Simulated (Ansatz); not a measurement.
Which YAML input does this script hand to the engine? (Ansatz 0.2.0, Python API)

Script `opt_c2h9gens.py`:
```python
"""Geometry optimisation of C2H9GeNS."""

import ansatz as az
import numpy as np

geometry_ang = [
    ("C", [2.3674, -0.1696, -0.1651]),
    ("N", [1.0752, -0.5037, 0.4244]),
    ("Ge", [-0.0366, 0.9988, 0.3308]),
    ("S", [-1.9755, 0.564, 1.3344]),
    ("C", [-2.5465, -0.5582, 0.0224]),
    ("H", [2.2506, 0.1423, -1.2266]),
    ("H", [2.8553, 0.6431, 0.4148]),
    ("H", [3.0279, -1.0613, -0.1306]),
    ("H", [0.6375, -1.2435, -0.1705]),
    ("H", [-0.2847, 1.3733, -1.153]),
    ("H", [0.6488, 2.1889, 1.0495]),
    ("H", [-3.5653, -0.9179, 0.2734]),
    ("H", [-2.5855, -0.0232, -0.9493]),
    ("H", [-1.8685, -1.433, -0.0546]),
]
geometry = az.Crystal.molecule()
for symbol, xyz in geometry_ang:
    geometry = geometry.atom(symbol, xyz)

model = geometry.calculation()
model = model.basis(gaussian="def2-SVP")
model = model.functional("b3lyp", dispersion="d3bj")
symbols = [site.symbol for site in geometry.cartesian_sites]
start = np.array([site.position_ang for site in geometry.cartesian_sites], dtype=float)
rep = model.relax(force_tolerance=0.005, max_steps=100).run(threads=1).report
end = np.array(rep["positions_ang"])

print("reference energy %16.6f eV" % rep["reference_energy_ev"])
print("total energy     %16.6f eV" % rep["free_energy_ev"])
print("occupied (up, down):", rep["n_occupied"], " virtual:", rep["n_virtual"], " frozen:", rep["n_frozen"])

print("bond        before    after (A)")
for i, j in [(0, 1), (0, 5), (0, 6), (0, 7), (1, 2), (1, 8), (2, 3), (2, 9), (2, 10), (3, 4), (4, 11), (4, 12), (4, 13)]:
    d0, d1 = (np.linalg.norm(xyz[i] - xyz[j]) for xyz in (start, end))
    print(f"{symbols[i]}{i}-{symbols[j]}{j}".ljust(10), f"{d0:8.4f} {d1:8.4f}")

charges = rep["charge_distribution"]
print("dipole moment", round(4.803205 * float(np.linalg.norm(charges["dipole_moment_e_ang"])), 3), "D")
print("Mulliken:", [(s, round(q, 3)) for s, q in zip(symbols, charges["mulliken_charges_e"])])
```

Output of `python opt_c2h9gens.py`:
```text
reference energy    -71053.565616 eV
total energy        -71054.153694 eV
occupied (up, down): [38, 38]  virtual: [99, 99]  frozen: 0
bond        before    after (A)
C0-N1        1.4591   1.4537
C0-H5        1.1125   1.1094
C0-H6        1.1112   1.1030
C0-H7        1.1102   1.1038
N1-Ge2       1.8715   1.8396
N1-H8        1.0454   1.0182
Ge2-S3       2.2261   2.2543
Ge2-H9       1.5503   1.5433
Ge2-H10      1.5500   1.5377
S3-C4        1.8184   1.8383
C4-H11       1.1092   1.0989
C4-H12       1.1099   1.1000
C4-H13       1.1095   1.0991
dipole moment 1.503 D
Mulliken: [('C', 0.103), ('N', -0.402), ('Ge', 0.483), ('S', -0.256), ('C', -0.099), ('H', 0.011), ('H', 0.015), ('H', 0.013), ('H', 0.123), ('H', -0.096), ('H', -0.066), ('H', 0.057), ('H', 0.057), ('H', 0.056)]
```

`input.yaml`:
```yaml
crystal:
  periodic: [false, false, false]
  atoms:
    - { symbol: C, position_ang: [2.3674, -0.1696, -0.1651] }
    - { symbol: "N", position_ang: [1.0752, -0.5037, 0.4244] }
    - { symbol: Ge, position_ang: [-0.0366, 0.9988, 0.3308] }
    - { symbol: S, position_ang: [-1.9755, 0.564, 1.3344] }
    - { symbol: C, position_ang: [-2.5465, -0.5582, 0.0224] }
    - { symbol: H, position_ang: [2.2506, 0.1423, -1.2266] }
    - { symbol: H, position_ang: [2.8553, 0.6431, 0.4148] }
    - { symbol: H, position_ang: [3.0279, -1.0613, -0.1306] }
    - { symbol: H, position_ang: [0.6375, -1.2435, -0.1705] }
    - { symbol: H, position_ang: [-0.2847, 1.3733, -1.153] }
    - { symbol: H, position_ang: [0.6488, 2.1889, 1.0495] }
    - { symbol: H, position_ang: [-3.5653, -0.9179, 0.2734] }
    - { symbol: H, position_ang: [-2.5855, -0.0232, -0.9493] }
    - { symbol: H, position_ang: [-1.8685, -1.433, -0.0546] }
basis:
  gaussian:
    orbitals: def2-SVP
hamiltonian:
  xc: b3lyp
  dispersion: d3bj
relax:
  f_tol: 0.005
  max_steps: 100
```

Total energies depend on the basis set; only differences at equal settings carry meaning. The end point is the stationary point reached from this start; no frequency run checks that it is a minimum, and the basis set is modest. Total less reference energy is the dispersion correction. b3lyp holds the VWN-RPA fit, as in Gaussian; the form of ORCA and Turbomole is b3lyp5. Timing: 9.6 min on 1 thread of Arm Neoverse V1, with other jobs on the host, peak memory 0.43 GiB.

(Lines on the test bed's own set-up are left out of the output.)
